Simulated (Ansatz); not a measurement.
# ZrWS3: further runs on a relaxed guess

This session takes a relaxed cell of ZrWS3 and sets out to see whether it has a gap, which orbitals make up the states near it and how charge is shared.

Method: DFT PBE, scalar-relativistic, plane waves, PAW, in Ansatz 0.2.0.

1 further run of the same task is left out (set aside as unsound or not needed).

**1. The starting structure**

Symmetry: Pm-3m, No. 221, cubic system. The conventional cell has a = 4.917 Å, b = 4.917 Å, c = 4.917 Å, α = 90.00°, β = 90.00°, γ = 90.00°. Zr (site symmetry m-3m) is surrounded by 6 S at 2.46 Å. Around W (site symmetry m-3m) lie 12 S at 3.48 Å. S (site symmetry 4/mmm) is surrounded by 2 Zr at 2.46 Å and 4 W at 3.48 Å.

Structure file:

```cif
data_structure
_symmetry_space_group_name_H-M 'Pm-3m'
_symmetry_Int_Tables_number 221
_cell_length_a 4.9172
_cell_length_b 4.9172
_cell_length_c 4.9172
_cell_angle_alpha 90.000
_cell_angle_beta 90.000
_cell_angle_gamma 90.000
_cell_volume 118.90
loop_
_atom_site_label
_atom_site_type_symbol
_atom_site_symmetry_multiplicity
_atom_site_Wyckoff_symbol
_atom_site_fract_x
_atom_site_fract_y
_atom_site_fract_z
_atom_site_occupancy
Zr1 Zr 1 b 0.50000 0.50000 0.50000 1
W1 W 1 a 0.00000 0.00000 0.00000 1
S1 S 3 c 0.50000 0.50000 0.00000 1
```

The cell was relaxed beforehand at this level, from a database cell with other species swapped in; it needn't be the stable form of this composition. At a tolerance of 0.05 Å it has space group Pm-3m (No. 221); it has 23.78 Å³/atom, an uncorrected energy of +0.49 eV/atom over the elements.

**2. Bands, states and charges**

input.yaml

```yaml
crystal:
  lattice:
    - [4.9172394432, 0.0, 0.0]
    - [0.0, 4.9172394432, 0.0]
    - [0.0, 0.0, 4.9172394432]
  atoms:
    - { symbol: Zr, position: [0.5, 0.5, 0.5] }
    - { symbol: W, position: [0.0, 0.0, 0.0], spin: 4.03 }
    - { symbol: S, position: [0.5, 0.5, 0.0] }
    - { symbol: S, position: [0.0, 0.5, 0.5] }
    - { symbol: S, position: [0.5, 0.0, 0.5] }
basis:
  ecutwfc: 420
kpoints:
  mp_grid: { grid: [8, 8, 8] }
  band_path:
    path:
      - [[0.0, 0.0, 0.0], [0.0, 0.5, 0.0], [0.5, 0.5, 0.0], [0.0, 0.0, 0.0], [0.5, 0.5, 0.5], [0.0, 0.5, 0.0]]
      - [[0.5, 0.5, 0.5], [0.5, 0.5, 0.0]]
    npoints: 14
hamiltonian:
  xc: pbe
scf:
  occupations: { method: gaussian, width: 0.1 }
  n_extra_bands: 12
output:
  forces: true
  stress: true
  eigenvalues: true
  populations: true
  dos: { projected: true, de: 0.02, nscf_kmesh: { grid: [10, 10, 10] } }
  bader: true
  write_density: true
  write_potential: true
  elf: true
  volumetric_format: npy
magnetization:
  spin_polarized: true
checkpoint:
  read: start.run
  write: ck
  compress: false
  write_wavefunctions: false
  write_every: 100000
```

Run with:

```console
$ ansatz run input.yaml --threads 1 --pin off --max-ram 2560MiB --backend cpu --events-out ev --progress --plain --runs-dir out
```

Output, shortened:

```text
Warning: RAYON_NUM_THREADS=1 ignored (pool sized by the plan → 1); use --threads N
scf.n_extra_bands = 12 over 22 filled bands (N_el = 44.0): the run solves 34 bands
[...]
Pseudopotentials: kind: paw
Pseudopotential: Zr, paw, valence charge 12, recommended cutoff 420 eV (normal), Zr.paw.azcp
Pseudopotential: W, paw, valence charge 14, recommended cutoff 420 eV (normal), W.paw.azcp
Pseudopotential: S, paw, valence charge 6, recommended cutoff 420 eV (normal), S.paw.azcp
Functional definition: PBE
[...]
Crystal: 5 atoms, lattice volume = 118.895 Å³
Basis set: ecut = 420 eV, 2325 PW (Γ), exchange–correlation on 72×72×72 points (8 copies of the dense FFT grid, shifted against one another)
Bands: 34, of which v1, the nominal top of the filled ones, is band 22 counted from 1 (21 counted from 0)
Symmetry: 48 space group operations
Space group: Pm-3m (ITA 221), of the structure as read, at distance tolerance 4.9e-5 Å
Magnetic group: BNS 221.92 (UNI 1594), of the structure as read, at distance tolerance 4.9e-5 Å
k-points: 35 of 512
[...]
Starting moments: Σ|m| = 4.03 μB on 1 of 5 sites; this step starts from the density that it was given
[...]
SCF iter   1: F=—  HF=-17272.392702 eV  |F-HF|=—  |Δ(HF+E_count)|=         —  Δρ=1.10e-7 (↑1.10e-7 ↓1.05e-7)  dr2=2.63e-11  dr2_m=7.36e-13  M=3.996 μB ∫|m|=4.762 μB  β_m=0.30  ethr=8.33e-8  ⟨swp⟩=3.1  Hψ=17380  notcnv=0
[...]
Spin contamination: 0.2590 ħ² per cell (⟨S²⟩ above its minimum at these occupations)
Per-site moments (μB) at R_I (Å): [(0.05551963460230057, 1.01418063516), (3.6609766945901843, 1.4342680089394317), (-0.09727283513619349, 1.01418063516), (-0.09727283513619293, 1.01418063516), (-0.09727283513619316, 1.01418063516)]
Free energy (F): -17272.392702 eV
[...]
E sigma→0 (E₀):  -17272.383061 eV
Entropy (-TS):   -0.019284 eV (-3.857 meV/atom)
Fermi energy:    8.104792 eV
[...]
--- Forces (eV/Å), atoms counted from 1 ---
  atom   1  Zr     0.00000000    -0.00000000     0.00000000
  atom   2  W     -0.00000000     0.00000000    -0.00000000
  atom   3  S      0.00000000     0.00000000    -0.00000000
  atom   4  S      0.00000000     0.00000000    -0.00000000
  atom   5  S      0.00000000     0.00000000     0.00000000
[...]
--- Stress (GPa, compression-positive) ---
       -0.000849      -0.000000       0.000000
       -0.000000      -0.000849       0.000000
        0.000000       0.000000      -0.000849
  P = ⅓ Tr σ = -0.0008 GPa (-0.008 kbar)
--- Band table (eV; the first three rows and the last of 70) ---
[...]
--- Löwdin populations: 5 sites ---
  site symbol       q [e]    m [muB]
     0     Zr     11.4102     0.1208
     1      W     13.2051     4.2803
     2      S      6.3947    -0.1533
     3      S      6.3947    -0.1533
     4      S      6.3947    -0.1533
  spilling = 0.004558 (of n_electrons = 44.000000)
--- Bader charges: 5 sites ---
  site symbol  charge [e]  shift [e]    m [muB]
     0     Zr      2.0796     0.0015     0.0805
     1      W      0.9385     0.0000     4.0510
     2      S     -1.0060     0.0005    -0.0451
     3      S     -1.0060     0.0005    -0.0451
     4      S     -1.0060     0.0005    -0.0451
  estimated error of the sums over rays = 4.5e-4 e
```

Wall time 71 s (1 thread of Arm Neoverse V2, shared host); peak memory 0.57 GiB.

start.run is the saved state of the run that this one goes on from.

Per atom:

```csv
atom,moment in the atom's sphere (μB),Löwdin electrons,Bader charge (e),Bader volume (Å³)
Zr1,0.06,11.41,+2.08,11.8
W2,3.66,13.21,+0.94,29.1
S3,-0.10,6.39,-1.01,26.0
S4,-0.10,6.39,-1.01,26.0
S5,-0.10,6.39,-1.01,26.0
```

The Löwdin counts miss 0.20 of the 44 electrons, which the atomic orbitals do not span, so they are no charges.

bands.tsv at the labelled points (eV, zero at the Fermi level; the bands nearest the Fermi level):

```
point  band 21 up  band 22 up  band 23 up  band 24 up  band 25 up  band 26 up  band 21 dn  band 22 dn
    Γ       -1.21       -1.21       -1.21       -0.89       -0.89       -0.89        0.07        0.07
    X       -0.98       -0.83        0.23        0.31        0.35        0.35        0.38        1.52
    M       -0.95       -0.73       -0.03       -0.03        0.38        0.49        1.61        1.79
    Γ       -1.21       -1.21       -1.21       -0.89       -0.89       -0.89        0.07        0.07
    R       -0.87       -0.74       -0.74       -0.21       -0.21       -0.21        0.33        1.60
    X       -0.98       -0.83        0.23        0.31        0.35        0.35        0.38        1.52
    R       -0.87       -0.74       -0.74       -0.21       -0.21       -0.21        0.33        1.60
    M       -0.95       -0.73       -0.03       -0.03        0.38        0.49        1.61        1.79
```

Counts of states by energy window (eV from the Fermi level), total and by projection:

| from | to | total | Zr 4d | W 6s | W 5d | S 3p |
| --- | --- | --- | --- | --- | --- | --- |
| -5 | -4 | 4.45 | 0.96 | 0.23 | 0.07 | 2.97 |
| -4 | -3 | 5.12 | 0.82 | 0.05 | 0.33 | 3.76 |
| -3 | -2 | 3.04 | 0.27 | 0.09 | 0.31 | 2.25 |
| -2 | -1 | 4.73 | 0.23 | 0.07 | 0.99 | 3.31 |
| -1 | 0 | 4.29 | 0.14 | 0.21 | 2.72 | 1.15 |
| 0 | 1 | 2.60 | 0.52 | 0.42 | 0.83 | 0.75 |
| 1 | 2 | 4.35 | 1.08 | 0.44 | 2.25 | 0.39 |
| 2 | 3 | 5.78 | 2.00 | 0.22 | 2.24 | 0.98 |
| 3 | 4 | 2.74 | 1.37 | 0.09 | 0.12 | 0.49 |
| 4 | 5 | 1.79 | 0.48 | 0.01 | 0.01 | 0.21 |

The solved bands begin to run out at 5.5 eV, so nothing above is shown.

Below -5 eV lie 22 or so more states.

Density in a lattice plane of the grid's cell (edges 4.92 and 4.92 Å, at 0.500 of the third edge), which holds Zr and S.

Ten even steps from '0' (0.02 e/Å³) to '9' (4.00 e/Å³):
```
000000001221112210000000
000000001222222210000000
000000000122222100000000
000000000011111000000000
000000000001110000000000
110000000011111000000001
221100000134443100000112
222211001368986310011222
112221113699999631112221
012321113799899731112321
112221113699999631112221
222211001368986310011222
221100000134443100000112
110000000011111000000001
000000000001110000000000
000000000011111000000000
000000000122222100000000
000000001222222210000000
000000001221112210000000
000000011221012211000000
```
Columns run along the first of these edges and rows up along the second, over one cell in 24 and 20 even steps from the bottom left corner. Atoms in the plane (fractional): Zr at (0.50, 0.50), S at (0.50, 0.00), S at (0.00, 0.50).

ELF in the same plane.

Values, 12 rows by 12 columns:
```
0.04 0.04 0.13 0.57 0.83 0.76 0.54 0.76 0.83 0.57 0.13 0.04
0.19 0.13 0.08 0.29 0.72 0.85 0.87 0.85 0.72 0.29 0.08 0.13
0.66 0.57 0.29 0.13 0.24 0.36 0.40 0.36 0.24 0.13 0.29 0.57
0.83 0.83 0.72 0.24 0.13 0.44 0.61 0.44 0.13 0.24 0.72 0.83
0.43 0.76 0.85 0.36 0.44 0.79 0.67 0.79 0.44 0.36 0.85 0.76
0.01 0.54 0.87 0.40 0.61 0.67 0.14 0.67 0.61 0.40 0.87 0.54
0.43 0.76 0.85 0.36 0.44 0.79 0.67 0.79 0.44 0.36 0.85 0.76
0.83 0.83 0.72 0.24 0.13 0.44 0.61 0.44 0.13 0.24 0.72 0.83
0.66 0.57 0.29 0.13 0.24 0.36 0.40 0.36 0.24 0.13 0.29 0.57
0.19 0.13 0.08 0.29 0.72 0.85 0.87 0.85 0.72 0.29 0.08 0.13
0.04 0.04 0.13 0.57 0.83 0.76 0.54 0.76 0.83 0.57 0.13 0.04
0.03 0.04 0.19 0.66 0.83 0.43 0.01 0.43 0.83 0.66 0.19 0.04
```
Columns run along the first of these edges and rows up along the second, over one cell in 12 and 12 even steps from the bottom left corner. Atoms in the plane (fractional): Zr at (0.50, 0.50), S at (0.50, 0.00), S at (0.00, 0.50).

Both are smooth fields of the valence electrons: close to the nuclei they are not physical.

Spin density (up less down) in a lattice plane of the grid's cell (edges 4.92 and 4.92 Å, at 0.500 of the third edge), which holds Zr and S.

Values in e/Å³, 12 rows by 12 columns:
```
 0.00  0.00  0.00 -0.01 -0.02 -0.02  0.01 -0.02 -0.02 -0.01  0.00  0.00
 0.00  0.00  0.00  0.00  0.00  0.00  0.01  0.00  0.00  0.00  0.00  0.00
-0.01 -0.01  0.00  0.00  0.00  0.00  0.00  0.00  0.00  0.00  0.00 -0.01
-0.03 -0.02  0.00  0.00  0.01  0.01  0.00  0.01  0.01  0.00  0.00 -0.02
-0.03 -0.02  0.00  0.00  0.01  0.01  0.01  0.01  0.01  0.00  0.00 -0.02
 0.00  0.01  0.01  0.00  0.00  0.01  0.01  0.01  0.00  0.00  0.01  0.01
-0.03 -0.02  0.00  0.00  0.01  0.01  0.01  0.01  0.01  0.00  0.00 -0.02
-0.03 -0.02  0.00  0.00  0.01  0.01  0.00  0.01  0.01  0.00  0.00 -0.02
-0.01 -0.01  0.00  0.00  0.00  0.00  0.00  0.00  0.00  0.00  0.00 -0.01
 0.00  0.00  0.00  0.00  0.00  0.00  0.01  0.00  0.00  0.00  0.00  0.00
 0.00  0.00  0.00 -0.01 -0.02 -0.02  0.01 -0.02 -0.02 -0.01  0.00  0.00
 0.01  0.00  0.00 -0.01 -0.03 -0.03  0.00 -0.03 -0.03 -0.01  0.00  0.00
```
Columns run along the first of these edges and rows up along the second, over one cell in 12 and 12 even steps from the bottom left corner. Atoms in the plane (fractional): Zr at (0.50, 0.50), S at (0.50, 0.00), S at (0.00, 0.50).

The highest ELF values outside the cores: 0.88 in the shell around S, 0.8 Å from S.

**3. A run with other settings**

input.yaml

```yaml
crystal:
  lattice:
    - [4.9172394432, 0.0, 0.0]
    - [0.0, 4.9172394432, 0.0]
    - [0.0, 0.0, 4.9172394432]
  atoms:
    - { symbol: Zr, position: [0.5, 0.5, 0.5], spin: 2.0 }
    - { symbol: W, position: [0.0, 0.0, 0.0], spin: 4.03 }
    - { symbol: S, position: [0.5, 0.5, 0.0] }
    - { symbol: S, position: [0.0, 0.5, 0.5] }
    - { symbol: S, position: [0.5, 0.0, 0.5] }
basis:
  ecutwfc: 420
kpoints:
  mp_grid: { grid: [8, 8, 8] }
hamiltonian:
  xc: pbe
scf:
  occupations: { method: gaussian, width: 0.1 }
  max_iter: 100
output:
  forces: true
  eigenvalues: true
  stress: true
```

Run with:

```console
$ ansatz run input.yaml --threads 1 --pin off --max-ram 2560MiB --backend cpu --events-out ev --progress --plain --runs-dir out
```

Output:

```text
Error: inconsistent input (magnetization.spin_polarized): false but per-atom `spin:`, `per_species`, `initial_magnetization`, `magnetic_field`, or `spin_locking` is set
```

It took 0.02 s on 1 thread of Arm Neoverse V2, shared host; peak memory 0.03 GiB.

**4. Reading the log**

The run ended at the input check. Its message: «inconsistent input (magnetization.spin_polarized): false but per-atom `spin:`, `per_species`, `initial_magnetization`, `magnetic_field`, or `spin_locking` is set»

The suspect setting: magnetization.spin_polarized is missing. Starting moments are given, but spin polarisation is off.

What to do: make the spin settings agree.

**5. Results**

| quantity | value |
| --- | --- |
| gap | none (metal) |
| states at the Fermi level | 5.11 per eV per cell |
| Bader charges | Zr +2.08, W +0.94, S -1.01 e |

In words: There is no gap at this level. Of the projected weight within 0.25 eV of the Fermi level, the largest part is W 5d (54 %) and S 3p (35 %). Bader charges reach 2.1 e, so charge transfer in this metal is strong. Spin-orbit coupling is left out, which matters for the bands of W. Other magnetic orders were not searched.
